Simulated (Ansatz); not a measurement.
# CH8AlClSi2: rotation by 120° about the C1–Si2 bond, part 2 of 2

How high is the barrier for the rotation by 120° about the C1–Si2 bond? Relax the two ends, then run a nudged elastic band between them. SMILES of the start: C[SiH2][SiH]([AlH2])Cl.

Ansatz 0.2.0; RKS PBE0/6-31G*.

### Step 8. Vibrations at the top

The geometry is the highest inner image of the first converged band.

File input.yaml:

```yaml
crystal:
  periodic: [false, false, false]
  atoms:
    - { symbol: C, position_ang: [-0.98603, 1.179005, 1.494334] }
    - { symbol: Si, position_ang: [-0.052374, 1.401042, -0.14207] }
    - { symbol: Si, position_ang: [1.239367, -0.500065, -0.627827] }
    - { symbol: Al, position_ang: [-0.069752, -2.552904, -0.959847] }
    - { symbol: Cl, position_ang: [2.430232, -0.089927, -2.308324] }
    - { symbol: H, position_ang: [-2.06599, 1.252032, 1.333441] }
    - { symbol: H, position_ang: [-0.697665, 1.959205, 2.205632] }
    - { symbol: H, position_ang: [-0.783424, 0.210147, 1.962951] }
    - { symbol: H, position_ang: [0.850312, 2.587622, -0.09426] }
    - { symbol: H, position_ang: [-1.008141, 1.62018, -1.268209] }
    - { symbol: H, position_ang: [2.192967, -0.687111, 0.512459] }
    - { symbol: H, position_ang: [0.048253, -3.417552, -2.291856] }
    - { symbol: H, position_ang: [-1.077256, -2.996374, 0.198375] }
basis:
  gaussian: { orbitals: "6-31G*" }
hamiltonian:
  xc: pbe0
phonons: {}
```

Launch:

```bash
> ansatz run input.yaml --threads 2 --pin off --max-ram 3072MiB --backend cpu --events-out ev --progress --plain --runs-dir out
```

What it wrote (excerpt; [...] marks lines left out):

```text
Warning: RAYON_NUM_THREADS=2 ignored (pool sized by the plan → 2); use --threads N
[...]
Functional definition: PBE0
[...]
1143 factors; integrals over basis functions are off by at most 5.8e-4 eV
[...]
mean field -36026.14325655 eV, -1323.9363452812 hartree, gradient 6.6e-5 eV, S^2 0.000000; 0 other end points of the search recorded, 0 dependent functions left out
[...]
reference -36026.14329513 eV, -1323.9363466990 hartree; 36, 36 occupied and 71, 71 virtual orbitals, 1143 factors
[...]
1143 factors; integrals over basis functions are off by at most 5.8e-4 eV
[...]
mean field -36026.14307854 eV, -1323.9363387393 hartree, gradient 7.4e-7 eV, S^2 0.000000; 0 other end points of the search recorded, 0 dependent functions left out
[...]
reference -36026.14311711 eV, -1323.9363401571 hartree; 36, 36 occupied and 71, 71 virtual orbitals, 1143 factors
[...]
1143 factors; integrals over basis functions are off by at most 5.8e-4 eV
[...]
WARN: phonons: modes at or below zero, which the zero-point energy, F, S and C_V leave out: 1, the lowest at -149.24 cm⁻¹. A minimum has none, and a first-order saddle one
[...]
Atom 5 at    -2.065990     1.252032     1.333441 Å, force    -0.000650    -0.004505     0.006232 eV/Å
Atom 6 at    -0.697665     1.959205     2.205632 Å, force    -0.001191    -0.010256     0.003188 eV/Å
Atom 7 at    -0.783424     0.210147     1.962951 Å, force    -0.003723     0.013936    -0.000155 eV/Å
Atom 8 at     0.850312     2.587622    -0.094260 Å, force    -0.004391     0.008906     0.004333 eV/Å
Atom 9 at    -1.008141     1.620180    -1.268209 Å, force    -0.004505    -0.001773     0.000401 eV/Å
Atom 10 at     2.192967    -0.687111     0.512459 Å, force    -0.010083     0.002442     0.006459 eV/Å
Atom 11 at     0.048253    -3.417552    -2.291856 Å, force    -0.005698     0.001128    -0.000697 eV/Å
Atom 12 at    -1.077256    -2.996374     0.198375 Å, force    -0.000298     0.003726     0.002537 eV/Å
Dipole moment:    -0.391261    -0.083311     0.459373 e Å
Vibrations: -149.24 38.09 63.00 76.96 104.10 114.72 186.24 334.31 404.40 418.97 471.04 527.87 539.76 610.24 685.70 692.58 734.97 764.75 771.49 872.53 886.58 945.65 1329.13 1494.19 1494.74 1915.09 1943.24 2201.32 2235.88 2245.99 3081.83 3166.10 3175.84 cm⁻¹, zero-point energy 2.140419 eV
```

Run time: 4.2 min. Hardware: 2 threads of Intel Xeon at 2.80GHz (Skylake/Cascade Lake), shared host; peak memory 0.28 GiB.

Of 33 modes, 1 is imaginary by more than 30 cm⁻¹ (149i cm⁻¹).

### Step 9. Another band, settings changed

crystal.atoms is end A as relaxed above, and neb.final_atoms is end B, turned to lie on A. With 5 inner images the band has 7 in all.

File input.yaml:

```yaml
crystal:
  periodic: [false, false, false]
  atoms:
    - { symbol: C, position_ang: [-1.218822, 1.128244, 1.34652] }
    - { symbol: Si, position_ang: [-0.302338, 1.345384, -0.290871] }
    - { symbol: Si, position_ang: [1.325257, -0.329529, -0.55816] }
    - { symbol: Al, position_ang: [0.421489, -2.610532, -0.685641] }
    - { symbol: Cl, position_ang: [2.468119, 0.118809, -2.262295] }
    - { symbol: H, position_ang: [-1.978337, 1.90879, 1.462802] }
    - { symbol: H, position_ang: [-0.531008, 1.198228, 2.195454] }
    - { symbol: H, position_ang: [-1.723261, 0.157515, 1.397592] }
    - { symbol: H, position_ang: [0.358403, 2.681662, -0.353098] }
    - { symbol: H, position_ang: [-1.262897, 1.261534, -1.431534] }
    - { symbol: H, position_ang: [2.263337, -0.220413, 0.604887] }
    - { symbol: H, position_ang: [0.720816, -3.571576, -1.919135] }
    - { symbol: H, position_ang: [-0.520258, -3.102816, 0.508278] }
basis:
  gaussian: { orbitals: "6-31G*" }
hamiltonian:
  xc: pbe0
neb:
  order_check: false
  images: 5
  f_tol: 0.2
  max_iterations: 49
  initial_path: idpp
  final_atoms:
    - { symbol: C, position_ang: [-1.18503275, 1.13744153, 1.36869024] }
    - { symbol: Si, position_ang: [-0.23930894, 1.36923427, -0.24975925] }
    - { symbol: Si, position_ang: [1.31282292, -0.36891744, -0.55887403] }
    - { symbol: Al, position_ang: [0.31664213, -2.60614497, -0.76000928] }
    - { symbol: Cl, position_ang: [2.48648472, 0.07832762, -2.24211163] }
    - { symbol: H, position_ang: [-1.73229292, 0.18909137, 1.38045199] }
    - { symbol: H, position_ang: [-1.91021359, 1.94669888, 1.50442105] }
    - { symbol: H, position_ang: [-0.50511668, 1.14716398, 2.22670262] }
    - { symbol: H, position_ang: [0.48480075, 2.67374874, -0.25589693] }
    - { symbol: H, position_ang: [-1.18806832, 1.37257599, -1.4034878] }
    - { symbol: H, position_ang: [2.24646046, -0.3356937, 0.61232409] }
    - { symbol: H, position_ang: [0.60340661, -3.55116218, -2.00916763] }
    - { symbol: H, position_ang: [-0.67008439, -3.0870641, 0.40151558] }
```

Launch:

```bash
> ansatz run input.yaml --threads 2 --pin off --max-ram 3072MiB --backend cpu --events-out ev --progress --plain --runs-dir out
```

What it wrote (excerpt; [...] marks lines left out):

```text
Warning: RAYON_NUM_THREADS=2 ignored (pool sized by the plan → 2); use --threads N
[...]
Functional definition: PBE0
[...]
1143 factors; integrals over basis functions are off by at most 6.4e-4 eV
[...]
mean field -36026.20055078 eV, -1323.9384508055 hartree, gradient 3.1e-5 eV, S^2 0.000000; 0 other end points of the search recorded, 0 dependent functions left out
[...]
reference -36026.20058932 eV, -1323.9384522219 hartree; 36, 36 occupied and 71, 71 virtual orbitals, 1143 factors
1143 factors; integrals over basis functions are off by at most 6.2e-4 eV
[...]
mean field -36026.20050070 eV, -1323.9384489649 hartree, gradient 3.1e-5 eV, S^2 0.000000; 0 other end points of the search recorded, 0 dependent functions left out
[...]
reference -36026.20053921 eV, -1323.9384503802 hartree; 36, 36 occupied and 71, 71 virtual orbitals, 1143 factors
[...]
Atom 3 at    -0.062794    -2.560574    -0.966663 Å, force    -0.009579     0.008116     0.005013 eV/Å
Atom 4 at     2.423560    -0.094612    -2.314321 Å, force     0.019425     0.003734    -0.005726 eV/Å
Atom 5 at    -2.067939     1.258880     1.336519 Å, force     0.042089     0.001666    -0.018612 eV/Å
Atom 6 at    -0.698988     1.966796     2.207229 Å, force    -0.004764    -0.025326    -0.055680 eV/Å
Atom 7 at    -0.788321     0.221244     1.972371 Å, force     0.008276    -0.005518    -0.022874 eV/Å
Atom 8 at     0.849055     2.590149    -0.086985 Å, force    -0.001803    -0.017482    -0.015626 eV/Å
Atom 9 at    -1.009556     1.616434    -1.263418 Å, force     0.019226     0.001983     0.001396 eV/Å
Atom 10 at     2.189083    -0.691254     0.513951 Å, force     0.007476     0.000409    -0.007860 eV/Å
Atom 11 at     0.054163    -3.424728    -2.298994 Å, force    -0.000606    -0.000600     0.002464 eV/Å
Atom 12 at    -1.072952    -2.997026     0.192167 Å, force     0.002453    -0.007445    -0.001824 eV/Å
Dipole moment:    -0.382009    -0.091164     0.455934 e Å
this run last wrote the band of iteration 2 to <dir>
```

It took 74 s on 2 threads of Intel Xeon at 2.80GHz (Skylake/Cascade Lake), shared host; peak memory 0.28 GiB.

### Step 10. Images and barrier

Images 0 and 6 are the ends. Energies count from image 0; the path length is the program's own measure over all atoms.

| image | path (Å) | energy (eV) | dihedral H8–C1–Si2–Si3 (°) | band force (eV/Å) |
| --- | --- | --- | --- | --- |
| 0 | 0.000 | 0.0000 | -60 | - |
| 1 | 0.596 | 0.0141 | -40 | 0.062 |
| 2 | 1.192 | 0.0429 | -20 | 0.084 |
| 3* | 1.788 | 0.0578 | 0 | 0.139 |
| 4 | 2.387 | 0.0429 | 21 | 0.123 |
| 5 | 2.986 | 0.0140 | 41 | 0.049 |
| 6 | 3.585 | 0.0001 | 61 | - |

The star marks the climbing image.

image, energy (eV) and a bar:
```
        0      0.000 
        1      0.014 #######
        2      0.043 ######################
        3      0.058 ##############################
        4      0.043 ######################
        5      0.014 #######
        6      0.000
```

### Step 11. Summary of results

The summary covers parts 1 to 2.

| quantity | value |
| --- | --- |
| end A | 20 moves, 0.533 eV lower |
| end B | 21 moves, 0.532 eV lower |
| first band: barrier forwards | 0.057 eV |
| first band: barrier backwards | 0.057 eV |
| first band: second end relative to first | 0.000 eV |
| first band: highest image | 3 of 0 to 6, climbing |
| first band: band iterations | 3 |
| imaginary modes at the top | 149i cm⁻¹ |
| second band | top 0.058 eV above image 0, 2 iterations, 5 inner images |
| time, first and second band | 95 s and 74 s |

In words: In the first band: along this path the system climbs 0.057 eV from the first end (2.2 kT at 300 K). The two ends lie within 1 meV of each other. The listed dihedral goes from -60° at end A through 0° at the highest image to 61° at end B. One imaginary mode, as a first-order saddle point has. The second band's top lies 1 meV above the first's, though the second band stopped at its first iterations, unrelaxed. These are electronic energies, with no zero-point or thermal terms.
